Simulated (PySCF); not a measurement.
# KLi: bond curves at several levels of theory

What are the lowest state that PBE0 finds, the bond length, vibrational wavenumber and bond energy of KLi, and how much do these hang on the method?

Computed with PySCF 2.14.0. Level: K jorge-DZP-DKH, Li jorge-DZP-DKH, spin-free X2C with a Gaussian nucleus.

## Step 1: Input

The job is set up so:

```yaml
atoms: K, Li
charge: 0
basis: K jorge-DZP-DKH, Li jorge-DZP-DKH
Hamiltonian: spin-free X2C with a Gaussian nucleus
basis_functions: 46
electrons_treated: 22
masses_in_u: 38.9637, 7.0160
levels: PBE0, PBE, r²SCAN, TPSS, revPBE, PBEsol, HSE06, HF, MP2, SCS-MP2, CCSD, CCSD(T)
grid: 80 radial by 434 angular points
occupations: held fixed by the projection of orbital angular momentum
dissociation_limit: K + Li, each in its ground configuration
starting_distance_in_angstrom: 3.230
values_of_2S_to_try: 0, 2
```

Launch:

```
OMP_NUM_THREADS=1 python dia.py task.json out
```

The runs that follow: The PBE0 curve of the state that the search chose; Higher solutions at PBE0; PBE (GGA); r²SCAN (meta-GGA); TPSS; revPBE; PBEsol (GGA); HSE06 (range-separated hybrid); RHF; Adding correlation.

Q: Predict the outcome of this session. Wanted: for each run, Re; ωe; De; μ.

The runs gave:

Lowest PBE0 solution found, without spin–orbit coupling: ¹Σ⁺ (singlet), closed shell. State 2 has its PBE0 minimum 0.58 eV higher. State 3 has its PBE0 minimum 1.19 eV higher. State 4 has its PBE0 minimum 1.60 eV higher, as a spin-mixed determinant (⟨S²⟩ = 1.00), so this is no gap between pure states. The other levels ran on the lowest alone.

| level | Re (Å) | ωe (cm⁻¹) | De (eV) | μ (D) |
| --- | --- | --- | --- | --- |
| RHF | 3.510 | 198.3 | -0.019 | -4.29 |
| RHF-MP2 | 3.467 | 200.1 | 0.480 | n/a |
| RHF-SCS-MP2 | 3.466 | 199.9 | 0.57 | n/a |
| RHF-CCSD | 3.434 | 201.5 | 0.75 | n/a |
| RHF-CCSD(T) | 3.431 | 201.2 | 0.76 | n/a |
| PBE | 3.388 | 197.2 | 0.68 | -2.79 |
| PBEsol | 3.379 | 197.8 | 0.69 | -2.79 |
| revPBE | 3.440 | 192.1 | 0.65 | -3.21 |
| TPSS | 3.448 | 192.9 | 0.78 | -3.81 |
| r²SCAN | 3.438 | 198.7 | 0.55 | -3.47 |
| PBE0 | 3.391 | 203.4 | 0.62 | -3.35 |
| HSE06 | 3.393 | 201.2 | 0.63 | -3.22 |

De is counted to K + Li in their ground configurations. A positive dipole means K(−)Li(+).

What this shows: Bond lengths run from 3.379 Å (PBEsol) to 3.510 Å (RHF). CCSD(T) can't serve as the judge here: for a weak bond in this basis it is far from its limit. Among the levels with a De in the table, it runs from -0.019 eV (RHF) to 0.78 eV (TPSS).

Correlated steps freeze 5 core orbitals. A negative De means that the minimum lies above the separated atoms at that level.
